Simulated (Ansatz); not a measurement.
Crystal: PtSe.

```
CELL_PARAMETERS angstrom
0.00000 3.03745 3.03745
3.03745 0.00000 3.03745
3.03745 3.03745 0.00000
ATOMIC_POSITIONS crystal
Pt 0.00000 0.00000 0.00000
Se 0.25000 0.25000 0.25000
```

The cell comes from a database or a generator and needn't be the stable form of this composition.

| Item | Value |
| --- | --- |
| Program | Ansatz 0.2.0 |
| Task | relaxation of cell and atoms |
| Functional | HSE03 |
| Potentials or basis | Ansatz PAW |
| Cutoff | 420 eV (not typed: the program's choice for these potentials) |
| k mesh | 4 × 4 × 4 |
| Occupations | fermi-dirac, width 0.05 eV |
| Spin | no spin polarisation |

At the start: volume 28.02 Å³/atom.

Where does the relaxation end?

It ends after 6 steps and the volume is 22.33 Å³/atom (-20.3 %); space group F-43m (No. 216, to 0.05 Å).

The path:
```csv
step,energy change (eV),largest force (eV/Å),volume (Å³)
1,0.0000,0.0000,56.05
2,-0.5233,0.0000,48.24
3,-0.5414,0.0000,41.89
4,-0.6086,0.0000,44.82
5,-0.6089,0.0000,44.66
6,-0.6066,0.0000,44.66
```

Final structure:
```yaml
crystal:
  lattice:
    - [0.00000, 2.81596, 2.81596]
    - [2.81596, 0.00000, 2.81596]
    - [2.81596, 2.81596, 0.00000]
  atoms:
    - { symbol: Pt, position: [0.00000, 0.00000, 0.00000] }
    - { symbol: Se, position: [0.25000, 0.25000, 0.25000] }
```

Caveat: the k mesh is coarse (spacing up to 0.45 Å⁻¹), so the values aren't converged, least of all with exact exchange; the volume moved by over 15 % at a fixed basis, so the end points are rough; the plane-wave basis is chosen anew once the cell has moved, so the energies of steps on either side of that aren't comparable; the PAW data sets come from PBE, with cores solved anew for the run's functional, which leaves a small shift of forces and pressure.
